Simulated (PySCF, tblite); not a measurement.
# C5H13OP: geometry, infrared bands and NMR shifts

Aim: predict the infrared bands and NMR shifts of C5H13OP (`CC(C)(C)PCO`).

Computed with tblite 0.8.0 and PySCF 2.14.0, with density-fitted response routines of our own, on a single molecule in the gas phase. Atoms are numbered from 0 throughout.

### 1 The starting structure

20 atoms, charge 0, multiplicity 1; geometry from: force field or distance geometry start.

Bonds of the start (Å): C0–C1 1.52, C1–C2 1.51, C1–C3 1.51, C1–P4 1.82, P4–C5 1.82, C5–O6 1.38, C0–H7 1.13, C0–H8 1.12, C0–H9 1.10, C2–H10 1.13, C2–H11 1.09, C2–H12 1.13, C3–H13 1.11, C3–H14 1.12, C3–H15 1.09, P4–H16 1.46, C5–H17 1.12, C5–H18 1.12, O6–H19 1.00.

### 2 Relaxing the molecule with GFN2-xTB

The job: settings as JSON, then the geometry in Å.

```
{"job": {"kind": "relax", "xc": "GFN2-xTB", "basis": "xTB"}, "charge": 0, "multiplicity": 1}
C     -1.576600     0.522100     0.708300
C     -0.622000    -0.003300    -0.351500
C     -1.462300    -0.195800    -1.588400
C     -0.207700    -1.391300     0.058100
P      0.753600     1.160100    -0.615800
C      2.370000     0.673300     0.076300
O      2.605100    -0.684700     0.108700
H     -1.771500     1.614100     0.515000
H     -2.587000     0.042800     0.602700
H     -1.189200     0.416200     1.737000
H     -2.028700     0.746300    -1.829500
H     -0.881000    -0.534500    -2.449900
H     -2.278700    -0.932000    -1.337500
H     -0.004700    -1.435300     1.152700
H     -1.122000    -2.024500    -0.078900
H      0.633100    -1.781700    -0.518600
H      0.380300     2.462000    -0.057700
H      2.476600     1.159400     1.077300
H      3.180100     1.115100    -0.557100
H      3.327500    -0.917700    -0.538200
```

Started as:

```bash
OMP_NUM_THREADS=1 python probes_run.py task.json out
```

The driver reads the jobs from task.json and runs them one after another.

**Question.** This job is followed by: GFN2-xTB harmonic vibrations, gas phase; GIAO PBE0/pcSseg-1 NMR shielding, non-relativistic, gas phase. Predict these results of the whole session: strongest single infrared mode (GFN2-xTB); zero-point energy (GFN2-xTB); 13C shifts against TMS (PBE0/pcSseg-1, means over atoms taken as alike); 1H shifts against TMS (PBE0/pcSseg-1, means over atoms taken as alike); 31P shifts against H3PO4 (PBE0/pcSseg-1); 17O shifts against H2O (PBE0/pcSseg-1).

The runs gave:

```
                                                               quantity                        value
                              strongest single infrared mode (GFN2-xTB)        2242 cm⁻¹, 187 km/mol
                                           zero-point energy (GFN2-xTB)               106.8 kcal/mol
13C shifts against TMS (PBE0/pcSseg-1, means over atoms taken as alike)         63.7, 32.3, 31.7 ppm
 1H shifts against TMS (PBE0/pcSseg-1, means over atoms taken as alike)  4.70, 2.93, 1.34, -0.18 ppm
                               31P shifts against H3PO4 (PBE0/pcSseg-1)                    -48.6 ppm
                                 17O shifts against H2O (PBE0/pcSseg-1)                     33.8 ppm
```

**Reading.** Over 144 steps the energy fell by 1.587 eV; of the close pairs, C1–P4 changed most, 1.821 to 1.893 Å. All 54 modes are real, so the xTB geometry is a minimum. The strongest single mode, at 2242 cm⁻¹, moves mainly H16. Unscaled tight-binding wavenumbers are off by several per cent, some by more. Its intensities can rank the bands wrongly. The most deshielded hydrogen is H17, H18 (mean) (hydrogen on an sp3 CH2 bonded to O and P), at 4.70 ppm: its carbon carries O, which withdraws density. At PBE0/pcSseg-1: The largest span, 134 ppm, is at O6, where the paramagnetic term is -87 ppm.
